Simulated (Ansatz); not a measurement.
**H3NOSi: interaction energy of a dimer with the counterpoise correction in Python**

How strongly do two molecules of H3NOSi bind, and how much of that is basis error? Aim: the interaction energy of a dimer with the counterpoise correction, for H3NOSi, run from a script.

Program: Ansatz 0.2.0, driven from Python. Level of theory: r2SCAN/def2-SVP. These are calculated values, not measurements.

## 1. Starting point

Bond lengths: N1–Si2 1.634 Å, Si2–O3 1.627 Å, N1–H4 1.005 Å, N1–H5 1.052 Å, O3–H6 0.966 Å. Angles: N1–Si2–O3 99.4°, Si2–N1–H4 110.4°, Si2–N1–H5 111.4°, H4–N1–H5 99.5°, Si2–O3–H6 117.3°.

The script holds or builds the structure itself.

## 2. Script

File dimer_h3nosi.py:

```python
import ansatz

FIRST = [
    ("N", (-0.8283, 0.003, -0.2548)),
    ("Si", (0.6304, -0.6052, -0.6716)),
    ("O", (1.4819, -0.1858, 0.6496)),
    ("H", (-1.4844, -0.1158, -1.0062)),
    ("H", (-0.8069, 1.0542, -0.2073)),
    ("H", (1.0075, -0.1506, 1.4903)),
]
SECOND = [
    ("N", (0.0981, 1.561, -3.9781)),
    ("Si", (-1.0149, 2.2497, -4.9571)),
    ("O", (-1.9884, 2.9087, -3.8325)),
    ("H", (0.7657, 1.0407, -4.5191)),
    ("H", (-0.319, 0.7758, -3.4149)),
    ("H", (-1.5794, 3.1986, -3.0068)),
]

def energy(atoms, ghosts=()):
    molecule = ansatz.Crystal.molecule()
    for symbol, xyz in atoms:
        molecule = molecule.atom(symbol, xyz)
    calc = (
        molecule.calculation()
        .basis(gaussian="def2-SVP")
        .functional("r2SCAN")
        .scf(lower_state_search="off")
    )
    deck = calc.input()
    if ghosts:
        deck = deck.set(ansatz.key.basis.gaussian.ghost_atoms, [{"symbol": s, "position_ang": list(xyz)} for s, xyz in ghosts])
    return ansatz.Session.from_dict(deck).plan().execute().report["free_energy_ev"]

both = energy(FIRST + SECOND)
alone = energy(FIRST) + energy(SECOND)
ghosted = energy(FIRST, SECOND) + energy(SECOND, FIRST)
print(f"dimer {both:.6f} eV")
print(f"interaction, uncorrected   {(both - alone):8.3f} eV")
print(f"interaction, counterpoise  {(both - ghosted):8.3f} eV")
print(f"basis-set superposition    {(alone - ghosted):8.3f} eV")
```

## 3. The calls as engine input

The engine receives this input (first run):

```yaml
crystal:
  periodic: [false, false, false]
  atoms:
    - { symbol: "N", position_ang: [-0.8283, 0.003, -0.2548] }
    - { symbol: Si, position_ang: [0.6304, -0.6052, -0.6716] }
    - { symbol: O, position_ang: [1.4819, -0.1858, 0.6496] }
    - { symbol: H, position_ang: [-1.4844, -0.1158, -1.0062] }
    - { symbol: H, position_ang: [-0.8069, 1.0542, -0.2073] }
    - { symbol: H, position_ang: [1.0075, -0.1506, 1.4903] }
    - { symbol: "N", position_ang: [0.0981, 1.561, -3.9781] }
    - { symbol: Si, position_ang: [-1.0149, 2.2497, -4.9571] }
    - { symbol: O, position_ang: [-1.9884, 2.9087, -3.8325] }
    - { symbol: H, position_ang: [0.7657, 1.0407, -4.5191] }
    - { symbol: H, position_ang: [-0.319, 0.7758, -3.4149] }
    - { symbol: H, position_ang: [-1.5794, 3.1986, -3.0068] }
basis:
  gaussian:
    orbitals: def2-SVP
hamiltonian:
  xc: r2scan
scf:
  lower_state_search: "off"
```

## 4. Running it

Launch:

```
$ python dimer_h3nosi.py
```

**Question.** How large is the interaction at this pose, and how much of it is basis-set superposition?

**Answer**, as computed:

| quantity | value |
| --- | --- |
| interaction energy, uncorrected | -0.051 eV |
| interaction energy, counterpoise | -0.014 eV |
| runs compared | 5 |

In words: The counterpoise correction takes away 73 % of the apparent binding. Uncorrected it is -0.051 eV, with the counterpoise correction -0.014 eV; the difference, 0.04 eV, is the superposition error. Notes:
- The dimer is a generated trial pose of unrelaxed monomers, not a minimum, so the figure is no binding energy, and the basis set is small.
- This level lacks the dispersion part of the attraction (electrostatics and induction are there), which can decide the sign where the interaction is weak.
